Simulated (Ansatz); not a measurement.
# C3H9AlO: the cost of one run

Method: functionals in def2-TZVPP, the program's frozen cores in correlated methods; program: Ansatz 0.2.0, Gaussian basis.

The runs, in order: PBE-D4, r2SCAN-D4, PBE0-D4, B3LYP-D4, ωB97X-V, ωB97M-V, B2PLYP; CCSD(T)/def2-TZVPP; MP2/def2-QZVPP; extrapolation to the limit.

### Step 1. The relaxed structure

The geometry comes from an earlier relaxation with PBE0-D4 in a triple-zeta def2 set; it is a stationary point, not always the lowest conformer.

SMILES `CO[CH2][AlH][CH3]`, 14 atoms, charge 0, spin multiplicity 1.

Atoms are counted from 1 here; the program's logs count them from 0.

Bond lengths: C1–O2 1.393 Å, C1–H6 1.091 Å, C1–H7 1.104 Å, C1–H8 1.100 Å, O2–C3 1.421 Å, C3–Al4 1.988 Å, C3–H9 1.099 Å, C3–H10 1.103 Å, Al4–C5 1.951 Å, Al4–H11 1.595 Å, C5–H12 1.094 Å, C5–H13 1.093 Å, C5–H14 1.096 Å. Angles: O2–C1–H6 108.1°, O2–C1–H7 111.8°, O2–C1–H8 111.7°, H6–C1–H7 108.5°, H6–C1–H8 108.9°, H7–C1–H8 107.8°, C1–O2–C3 111.8°, O2–C3–Al4 114.3°, O2–C3–H9 106.1°, O2–C3–H10 110.4°, Al4–C3–H9 107.6°, Al4–C3–H10 113.0°, H9–C3–H10 104.7°, C3–Al4–C5 121.3°, C3–Al4–H11 117.7°, C5–Al4–H11 120.9°, Al4–C5–H12 111.5°, Al4–C5–H13 112.2° and more.

### Step 2. PBE-D4 (GGA)

File in.yaml:

```yaml
crystal:
  periodic: [false, false, false]
  atoms:
    - {symbol: C, position_ang: [-1.843234, 0.228115, -0.531931]}
    - {symbol: O, position_ang: [-0.949820, -0.571764, -1.241171]}
    - {symbol: C, position_ang: [-0.221434, -1.439541, -0.382796]}
    - {symbol: Al, position_ang: [1.180594, -0.534742, 0.698188]}
    - {symbol: C, position_ang: [1.615490, 1.347663, 0.425466]}
    - {symbol: H, position_ang: [-2.341005, 0.890325, -1.241575]}
    - {symbol: H, position_ang: [-1.329033, 0.847998, 0.222783]}
    - {symbol: H, position_ang: [-2.603475, -0.373829, -0.011862]}
    - {symbol: H, position_ang: [0.281210, -2.164957, -1.037246]}
    - {symbol: H, position_ang: [-0.912898, -2.044767, 0.227846]}
    - {symbol: H, position_ang: [1.992143, -1.419710, 1.748632]}
    - {symbol: H, position_ang: [2.696357, 1.503489, 0.353335]}
    - {symbol: H, position_ang: [1.148615, 1.752176, -0.475875]}
    - {symbol: H, position_ang: [1.273492, 1.950443, 1.274808]}
basis:
  gaussian: {orbitals: def2-TZVPP}
hamiltonian: {xc: pbe, dispersion: d4}
output: {forces: true, orbitals: {seedname: orbitals}}
```

Started as:

```
$ ansatz run in.yaml --threads 4 --pin off --events-out ev --progress --plain --max-ram 10444MiB
```

Q: Estimate wall time and peak memory on 4 threads of Arm Neoverse V1, shared host.

About 3.1 s, with a peak of 0.39 GiB.
